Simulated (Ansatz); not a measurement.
# NaGe+ (triplet): wave-function methods side by side at distance Ge1–Na2 = 7.110 Å, aug-cc-pVTZ

The task here is to estimate one member of a computed series from the others.

Program: Ansatz 0.2.0, Gaussian basis. Level of theory: aug-cc-pVTZ, core rule «outside noble gas», up to 19 orbitals frozen. These are calculated values, not measurements.

The runs, in order: UHF; CCSD(T) on ROHF; CCSD(T) on UHF; BCCD(T) on ROHF; CCSDT(Q) on ROHF; CCSDT(Q) on UHF; Full CI; Full CI in the symmetry of the determinant.

53 further runs of the same task are left out: 29 for a known fault of the program, 18 that didn't finish, 6 set aside as unsound or not needed.

### The geometry

The geometry derives from a PBE0/def2-TZVP stationary point (not a proven minimum). One bond is set to the value named and the two fragments are kept rigid. No spin-orbit coupling is included. The filled d shell of Ge may be among the frozen orbitals whatever the setting's name suggests; the logs give the count.

2 atoms, charge 1, spin multiplicity 3.

Atoms are counted from 1 here; the program's logs count them from 0.

No contacts short enough for the rule that draws bonds.

Geometry (Å):

```xyz
2
GeNa
Ge    0.00000    0.00000    0.00000
Na    0.00000    0.00000    7.11000
```

The first run:

File in.yaml:

```yaml
crystal:
  periodic: [false, false, false]
  atoms:
    - {symbol: Ge, position_ang: [0.000000, 0.000000, 0.000000]}
    - {symbol: Na, position_ang: [0.000000, 0.000000, 7.110000]}
basis:
  gaussian: {orbitals: aug-cc-pVTZ}
total_charge: 1
magnetization: {spin_polarized: true, initial_magnetization: 2}
hamiltonian: {xc: hf}
output: {orbitals: {seedname: orbitals}}
```

Launch:

```
$ ansatz run in.yaml --threads 1 --pin off --events-out ev --progress --plain --max-ram 2393MiB
```

Among the steps run: UHF; CCSD(T) on ROHF; CCSD(T) on UHF; BCCD(T) on ROHF; CCSDT(Q) on ROHF; CCSDT(Q) on UHF; Full CI; Full CI in the symmetry of the determinant.

One table of the session follows, with a row left open; its other results are not shown here.

```
   method  from FCI (meV)
     ROHF         +1944.2
      UHF         +1839.8
     RMP2          +466.2
     UMP2          +461.4
    RCCSD           +72.2
    UCCSD           +58.6
 RCCSD(T)           +16.0
 UCCSD(T)            +5.6
  BCCD(T)           +16.1
   RCCSDT            +1.1
   UCCSDT               ?
RCCSDT(Q)            -0.1
UCCSDT(Q)           -10.5
      FCI               0
```

**Question.** Estimate the row for UCCSDT.

The run gave: from FCI (meV): -9.4. In the column «from FCI (meV)» it lies between UCCSDT(Q) (-10.5) and RCCSDT(Q) (-0.1).

To keep in mind: UCCSDT, UCCSDT(Q) fall below full CI: unrestricted runs freeze a spin-polarised core, another one than full CI's, and coupled cluster isn't variational. Levels on UHF freeze UHF's core orbitals, full CI those of ROHF, so the U rows can settle a little off it for that reason alone. Restricted and unrestricted rows rest on different reference determinants; where their highest levels disagree by more than a few hundredths of an eV, they describe different states and don't form one ladder.
